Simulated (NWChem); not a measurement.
# ZnNH3 (SMILES [NH2][ZnH]): MP2/6-31G(d) (Cartesian functions)

Aim: the vertical ionisation energy of ZnNH3 at MP2/6-31G* (Cartesian functions), from 2 runs. 

The results are computed with NWChem 7.3.0.

1 further run of the same task is left out (it didn't finish).

**1. The molecule**

ZnNH3 has 5 atoms, charge 0, and is taken as a singlet. SMILES: `[NH2][ZnH]`. The coordinates come from a PBE0-D4/def2-TZVP relaxation.

Bond lengths: N1–Zn2 1.817 Å, N1–H3 1.009 Å, N1–H4 1.009 Å, Zn2–H5 1.523 Å. Angles: N1–Zn2–H5 176.2°, Zn2–N1–H3 119.9°, Zn2–N1–H4 119.9°, H3–N1–H4 108.6°.

**2. The energy at MP2/6-31G(d) (Cartesian functions)**

File calc.nw:

```
start calc
title "H3NZn energy"
memory stack 880 mb heap 220 mb global 1100 mb
geometry noautosym nocenter
   zmatrix
     N
     Zn 1 r2
     H 1 r3 2 a3
     H 1 r4 3 a4 2 d4
     H 2 r5 4 a5 1 d5
   variables
     r2 1.81671
     r3 1.009024
     a3 119.93654
     r4 1.009061
     a4 108.63971
     d4 143.30907
     r5 1.522856
     a5 160.36034
     d5 -169.40394
   end
end
basis cartesian
   N library 6-31G*
   Zn library 6-31G*
   H library 6-31G*
end
scf
   maxiter 60
   direct
end
mp2
   freeze core 6
end
task mp2 energy
```

The run is started by

```sh
$ nwchem calc.nw > calc.out
```

The program printed:

```text
[...]
  functions       =    60
[...]
  wavefunction    = RHF
[...]
         Total SCF energy =  -1833.666093316997
      One-electron energy =  -2746.371452772587
      Two-electron energy =    819.263185741033
 Nuclear repulsion energy =     93.442173714557
        Time for solution =      9.8s
[...]
          Total MP2 energy         -1834.218135276706
[...]
```

Run time: 13 s. Hardware: 1 thread of Intel Xeon at 2.60GHz (Ice Lake), shared host; peak memory 0.14 GiB.

**3. The doublet cation at the same level**

File run.py:

```python
from ase import Atoms
from ase.calculators.nwchem import NWChem

molecule = Atoms(['N', 'Zn', 'H', 'H', 'H'], positions=[
    [-0.144000, -0.833800, -0.065600],
    [0.344900, 0.915600, -0.097400],
    [-1.046100, -1.111100, -0.422600],
    [0.073200, -1.402700, 0.739000],
    [0.822000, 2.358500, -0.194900],
])

calc = NWChem(
    label='calc',
    theory='mp2',
    memory='2200 mb',
    basis='6-31G*',
    charge=1,
    scf={'nopen': '1', 'uhf': None, 'maxiter': '80', 'direct': None},
    mp2={'freeze': 'core 6'},
    task='energy',
)
molecule.calc = calc

print("Total energy (eV):", round(molecule.get_potential_energy(), 6))
```

The run is started by

```sh
$ export ASE_NWCHEM_COMMAND="nwchem PREFIX.nwi > PREFIX.nwo"
$ python run.py
```

The program printed:

```text
Total energy (eV): -49902.917959
```

The calculator wrote calc.nwi:

```
title "calc"

permanent_dir calc

scratch_dir calc

start calc

geometry units angstrom nocenter noautosym noautoz
  N  -1.4399999999999999e-01 -8.3379999999999999e-01 -6.5600000000000006e-02
  Zn 3.4489999999999998e-01 9.1559999999999997e-01 -9.7400000000000000e-02
  H  -1.0461000000000000e+00 -1.1111000000000000e+00 -4.2259999999999998e-01
  H  7.3200000000000001e-02 -1.4027000000000001e+00 7.3899999999999999e-01
  H  8.2199999999999995e-01 2.3584999999999998e+00 -1.9489999999999999e-01
end

charge 1

memory 2200 mb

basis noprint
   * library 6-31G*
end

scf
  nopen 1
  uhf
  maxiter 80
  direct
end
mp2
  freeze core 6
end

task mp2 energy
```

calc.nwo (excerpt; [...] marks lines left out):

```text
[...]
      One electron energy =  -2735.227817891883
[... 1 line left out ...]
 Nuclear repulsion energy =     93.442178245168
[... 42 lines left out ...]
          Final beta eigenvalues
[... 209 lines left out ...]
                     UHF Final Beta Molecular Orbital Analysis
[...]
          Total MP2 energy         -1833.898424509573
[...]
```

Run time: 22 s. Hardware: 1 thread of Intel Xeon at 2.60GHz (Ice Lake), shared host; peak memory 0.13 GiB.

**4. Summary of results**

Level: MP2/6-31G* (Cartesian functions), 6 core orbitals frozen.

| quantity | value |
| --- | --- |
| singlet ZnNH3: total energy | -1834.21814 Eh |
| singlet ZnNH3: HOMO energy (Hartree–Fock orbitals) | -9.80 eV |
| singlet ZnNH3: LUMO energy (Hartree–Fock orbitals) | 1.98 eV |
| singlet ZnNH3: HOMO–LUMO gap (Hartree–Fock orbitals) | 11.78 eV |
| singlet ZnNH3: correlation energy (6 core orbitals frozen) | -552.0 mEh |
| doublet cation: total energy | -1833.89842 Eh |
| doublet cation: HOMO energy (Hartree–Fock orbitals) (highest over α and β) | -16.87 eV |
| doublet cation: LUMO energy (Hartree–Fock orbitals) (lowest over α and β) | -5.87 eV |
| doublet cation: correlation energy (6 core orbitals frozen) | -505.4 mEh |
| doublet cation: ⟨S²⟩ of the reference determinant | 0.758 |
| vertical ionisation energy (to the doublet cation) | 8.700 eV |

In words: Removing an electron at fixed nuclei costs 8.70 eV (201 kcal/mol). Mulliken charges (singlet ZnNH3) run from -1.24 on N1 to +0.75 on Zn2; they depend strongly on the basis.
